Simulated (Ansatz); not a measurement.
Input of an Ansatz 0.2.0 run:

input.yaml

```yaml
crystal:
  lattice:
    - [0.0, 4.0199925062, 4.0199925062]
    - [4.0199925062, 0.0, 4.0199925062]
    - [4.0199925062, 4.0199925062, 0.0]
  atoms:
    - { symbol: Mn, position: [0.125, 0.125, 0.125], spin: 4.0 }
    - { symbol: Mn, position: [0.125, 0.125, 0.625], spin: 4.0 }
    - { symbol: Mn, position: [0.625, 0.125, 0.125], spin: 4.0 }
    - { symbol: Mn, position: [0.125, 0.625, 0.125], spin: 4.0 }
    - { symbol: O, position: [0.3609537633, 0.3609537633, 0.3609537633] }
    - { symbol: O, position: [0.3609537633, 0.3609537633, 0.91713871] }
    - { symbol: O, position: [0.91713871, 0.3609537633, 0.3609537633] }
    - { symbol: O, position: [0.3609537633, 0.91713871, 0.3609537633] }
    - { symbol: O, position: [0.8890462367, 0.8890462367, 0.33286129] }
    - { symbol: O, position: [0.8890462367, 0.8890462367, 0.8890462367] }
    - { symbol: O, position: [0.8890462367, 0.33286129, 0.8890462367] }
    - { symbol: O, position: [0.33286129, 0.8890462367, 0.8890462367] }
hamiltonian:
  xc: pbesol
  pseudopotentials: { kind: paw }
magnetization:
  spin_polarized: true
kpoints:
  mp_grid: { grid: [6, 6, 6] }
scf:
  occupations: { method: fermi_dirac, width: 0.05 }
output:
  forces: true
  stress: true
  eigenvalues: true
  write_density: true
  write_potential: true
  elf: true
  volumetric_format: npy
```

Potentials or basis: Ansatz PAW.

Command:

```sh
$ ansatz run input.yaml --threads 4 --pin off --max-ram 11264MiB --backend cpu --events-out ev --progress --plain --runs-dir out
```

Task: Estimate the band gap on the k mesh.

Result: 0.39 eV, indirect (least direct gap 0.54 eV).

Task: Predict the pressure.

Result: -2.2 GPa.

Task: Estimate the net moment.

Result: 12.00 μB per cell.

Forces on the atoms (eV/Å):
```
Mn   0.000  0.000  0.000
Mn   0.000  0.000  0.000
Mn   0.000  0.000  0.000
Mn   0.000  0.000  0.000
O   -0.087 -0.087 -0.087
O    0.087  0.087 -0.087
O   -0.087  0.087  0.087
O    0.087 -0.087  0.087
O   -0.087 -0.087  0.087
O    0.087  0.087  0.087
O   -0.087  0.087 -0.087
O    0.087 -0.087 -0.087
```

Caveat: the pressure holds a Pulay correction of +0.8 GPa for the finite cutoff; only a ferromagnetic start was run, and an antiferromagnetic order may lie lower in energy; the PAW data sets come from PBE, with cores solved anew for the run's functional, which leaves a small shift of forces and pressure. A k mesh can miss the band edges.
